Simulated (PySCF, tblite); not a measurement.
# C7H8Cl radical: geometry, infrared bands and EPR parameters

Aim: predict the infrared bands and EPR parameters of C7H8Cl radical (`C[C@@]12[CH]C[C@@H]1C=C2Cl`).

Computed with tblite 0.8.0 and PySCF 2.14.0, with density-fitted response routines of our own, on a single molecule in the gas phase. Atoms are numbered from 0 throughout.

## (1) Starting geometry

16 atoms, charge 0, multiplicity 2; geometry from: force field or distance geometry start.

Bonds of the start (Å): C0–C1 1.50, C1–C2 1.49, C2–C3 1.47, C3–C4 1.52, C4–C5 1.51, C5–C6 1.34, C6–Cl7 1.77, C4–C1 1.52, C6–C1 1.52, C0–H8 1.10, C0–H9 1.08, C0–H10 1.10, C2–H11 1.08, C3–H12 1.10, C3–H13 1.10, C4–H14 1.10, C5–H15 1.09.

## (2) Relaxing the molecule with GFN2-xTB

Job settings and geometry (Å):

```
{"job": {"kind": "relax", "xc": "GFN2-xTB", "basis": "xTB"}, "charge": 0, "multiplicity": 2}
C     -1.162500    -1.255900    -0.687800
C     -0.380400    -0.247400     0.100400
C      0.696700    -0.777000     0.978800
C      1.720900     0.067700     0.345000
C      0.658600     0.636800    -0.579400
C     -0.133300     1.816900    -0.055400
C     -1.043700     1.038400     0.552200
Cl    -2.477900     1.393500     1.524600
H     -1.862300    -1.805900    -0.042700
H     -0.525700    -1.987300    -1.174200
H     -1.763100    -0.765900    -1.472800
H      0.787400    -1.770200     1.383400
H      2.188200     0.770200     1.051100
H      2.503300    -0.525900    -0.149700
H      0.787000     0.527900    -1.662800
H     -0.000900     2.892700    -0.122100
```

The run is started by

```bash
OMP_NUM_THREADS=1 python probes_run.py task.json out
```

This one command runs all jobs of the session in turn.

**Question.** This job is followed by: GFN2-xTB harmonic vibrations, gas phase; UKS B3LYP, pcH-1 on C Cl H, non-relativistic, mean-field spin-orbit, GIAO. Predict these results of the whole session: strongest single infrared mode (GFN2-xTB); zero-point energy (GFN2-xTB); g(iso) (B3LYP); ⟨S²⟩; largest a(iso) (averaged by class); potential on the surface of density 0.002 e/bohr³, 1st and 99th percentile.

As calculated:

| quantity | value |
| --- | --- |
| strongest single infrared mode (GFN2-xTB) | 3032 cm⁻¹, 49 km/mol |
| zero-point energy (GFN2-xTB) | 77.5 kcal/mol |
| g(iso) (B3LYP) | 2.00279 |
| ⟨S²⟩ | 0.754 (exact 0.75) |
| largest a(iso) (averaged by class) | 1H on H13, 115.0 MHz |
| potential on the surface of density 0.002 e/bohr³, 1st and 99th percentile | -0.54 V and 0.84 V |

**Reading.** The optimisation took 68 steps and gained 0.263 eV; among the close pairs (by a distance rule), C6–Cl7 changed most, from 1.769 to 1.703 Å. No mode is imaginary among the 42: a minimum at this level. Unscaled tight-binding wavenumbers are off by several per cent, some by more. Its intensities can rank the bands wrongly. C2 carries the largest spin population, 0.99 e. The isotropic g lies 0.5 ppt above the free-electron value. The conformer search found further structures of the same energy, which may be mirror or relabelled copies of this one.
